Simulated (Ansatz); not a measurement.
# ClFH₄O₂Si₂: a ladder of functionals and wavefunction methods

One table from this session's results is given with a row withheld; the runs are named, their logs left out.

Method: functionals in def2-TZVPP, the program's frozen cores in correlated methods; program: Ansatz 0.2.0, Gaussian basis.

Levels to be run: PBE-D4, r2SCAN-D4, PBE0-D4, B3LYP-D4, ωB97X-V, ωB97M-V, B2PLYP; CCSD(T)/def2-TZVPP; MP2/def2-QZVPP; extrapolation to the limit.

### The geometry

The geometry comes from an earlier relaxation with PBE0-D4 in a triple-zeta def2 set; it is a stationary point, not always the lowest conformer.

SMILES `O[Si@H](Cl)[Si@@H](O)F`, 10 atoms, charge 0, spin multiplicity 1.

Atoms are counted from 1 here; the program's logs count them from 0.

Bond lengths: O1–Si2 1.635 Å, O1–H7 0.958 Å, Si2–F3 1.607 Å, Si2–Si4 2.354 Å, Si2–H8 1.478 Å, Si4–O5 1.641 Å, Si4–Cl6 2.063 Å, Si4–H9 1.480 Å, O5–H10 0.960 Å. Angles: Si2–O1–H7 119.3°, O1–Si2–F3 110.2°, O1–Si2–Si4 113.2°, O1–Si2–H8 105.6°, F3–Si2–Si4 103.6°, F3–Si2–H8 108.0°, Si4–Si2–H8 116.1°, Si2–Si4–O5 110.3°, Si2–Si4–Cl6 106.5°, Si2–Si4–H9 115.6°, O5–Si4–Cl6 111.4°, O5–Si4–H9 105.3°, Cl6–Si4–H9 107.7°, Si4–O5–H10 117.4°.

The first run:

Input file in.yaml:

```yaml
crystal:
  periodic: [false, false, false]
  atoms:
    - {symbol: O, position_ang: [0.080760, -0.925851, 2.101891]}
    - {symbol: Si, position_ang: [-0.569580, 0.184622, 1.093815]}
    - {symbol: F, position_ang: [0.110447, 1.620150, 1.335910]}
    - {symbol: Si, position_ang: [-0.135130, -0.258943, -1.176613]}
    - {symbol: O, position_ang: [1.412645, 0.141691, -1.548643]}
    - {symbol: Cl, position_ang: [-1.485795, 0.860267, -2.262547]}
    - {symbol: H, position_ang: [0.988213, -1.204695, 1.969661]}
    - {symbol: H, position_ang: [-1.994208, 0.283520, 1.475726]}
    - {symbol: H, position_ang: [-0.284836, -1.670879, -1.592890]}
    - {symbol: H, position_ang: [1.702784, 1.030816, -1.332910]}
basis:
  gaussian: {orbitals: def2-TZVPP}
hamiltonian: {xc: pbe, dispersion: d4}
output: {forces: true, orbitals: {seedname: orbitals}}
```

Command:

```
$ ansatz run in.yaml --threads 4 --pin off --events-out ev --progress --plain --max-ram 10444MiB
```

Among the steps run: PBE-D4 (GGA); r2SCAN-D4 (meta-GGA); PBE0-D4 (hybrid); B3LYP-D4 (hybrid); ωB97X-V (range-separated); ωB97M-V (range-separated); B2PLYP (double hybrid); CCSD(T) in def2-TZVPP; MP2 in def2-QZVPP.

One table of the session follows, with a row left open; its other results are not shown here.

```
            method  atomisation energy (eV)
            PBE-D4                   38.816
         r2SCAN-D4                   38.582
           PBE0-D4                   37.988
          B3LYP-D4                   38.152
           ωB97X-V                   38.667
           ωB97M-V                   38.584
            B2PLYP                   37.914
     HF/def2-TZVPP                   27.728
    MP2/def2-TZVPP                   38.574
   CCSD/def2-TZVPP                        ?
CCSD(T)/def2-TZVPP                   37.405
           MP2/CBS                   39.917
       CCSD(T)/CBS                   38.748
```

Estimate the missing values for CCSD/def2-TZVPP.

As computed: atomisation energy (eV): 36.792. In the column «atomisation energy (eV)» it lies between HF/def2-TZVPP (27.728) and CCSD(T)/def2-TZVPP (37.405).
